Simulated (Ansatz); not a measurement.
**FH4SiSn+ (SMILES F[SiH2][SnH2+]): single points off equilibrium**

An exercise on one series of results from a longer session: the logs are not shown, and one member is left open.

Method: single points in def2-TZVPP; program: Ansatz 0.2.0, Gaussian basis.

Cores are frozen in the correlated methods. Filled d shells of the heavier atoms are correlated. Core potentials replace the inner electrons past krypton, and spin-orbit coupling is left out.

### The system as given

SMILES `F[SiH2][SnH2+]`, 7 atoms, charge 1, spin multiplicity 1.

Atoms are counted from 1 here; the program's logs count them from 0.

Bond lengths: F1–Si2 1.384 Å, Si2–Sn3 2.843 Å, Si2–H4 1.477 Å, Si2–H5 1.551 Å, Sn3–H6 1.732 Å, Sn3–H7 1.659 Å. Angles: F1–Si2–Sn3 103.1°, F1–Si2–H4 119.7°, F1–Si2–H5 102.5°, Sn3–Si2–H4 101.6°, Sn3–Si2–H5 106.1°, H4–Si2–H5 121.6°, Si2–Sn3–H6 139.3°, Si2–Sn3–H7 132.5°, H6–Sn3–H7 86.8°.

Geometry (Å):

```xyz
7
FH4SiSn
F    -1.9823   -0.9775    0.0576
Si   -1.1987   -0.2178   -0.7939
Sn    1.1264    0.3002    0.7573
H    -0.6186   -0.8374   -2.0021
H    -1.9783    1.1217   -0.8619
H     1.5801    1.1436    2.2001
H     2.6108   -0.4364    0.8317
```

Set-up of the first run:

The input, run/in.yaml:

```yaml
crystal:
  periodic: [false, false, false]
  atoms:
    - {symbol: F, position_ang: [-1.982300, -0.977500, 0.057600]}
    - {symbol: Si, position_ang: [-1.198700, -0.217800, -0.793900]}
    - {symbol: Sn, position_ang: [1.126400, 0.300200, 0.757300]}
    - {symbol: H, position_ang: [-0.618600, -0.837400, -2.002100]}
    - {symbol: H, position_ang: [-1.978300, 1.121700, -0.861900]}
    - {symbol: H, position_ang: [1.580100, 1.143600, 2.200100]}
    - {symbol: H, position_ang: [2.610800, -0.436400, 0.831700]}
basis:
  gaussian: {orbitals: def2-TZVPP}
total_charge: 1
correlation: {method: ccsd_t}
output: {forces: true}
```

No record of the launch command was kept for these runs.

Steps of the session up to this table: CCSD(T)/def2-TZVPP; PBE0-D4/def2-TZVPP; wB97M-V/def2-TZVPP; r2SCAN-D4/def2-TZVPP; PBE-D4/def2-TZVPP; CAM-B3LYP-D4/def2-TZVPP; BHLYP-D4/def2-TZVPP.

One of the session's tables, all rows but one given; the rest of the session is left out.

```
      method  RMS force component (eV/Å)  angle to CCSD(T) forces (°)
     CCSD(T)                       4.034                    reference
     PBE0-D4                       3.953                          1.1
     wB97M-V                           ?                            ?
   r2SCAN-D4                       3.983                          1.0
      PBE-D4                       4.160                          2.6
CAM-B3LYP-D4                       3.950                          0.5
    BHLYP-D4                       3.820                          1.5
```

Estimate the missing values for wB97M-V.

As computed: RMS force component (eV/Å): 4.029; angle to CCSD(T) forces (°): 0.6. In the column «RMS force component (eV/Å)» it lies between r2SCAN-D4 (3.983) and CCSD(T) (4.034).
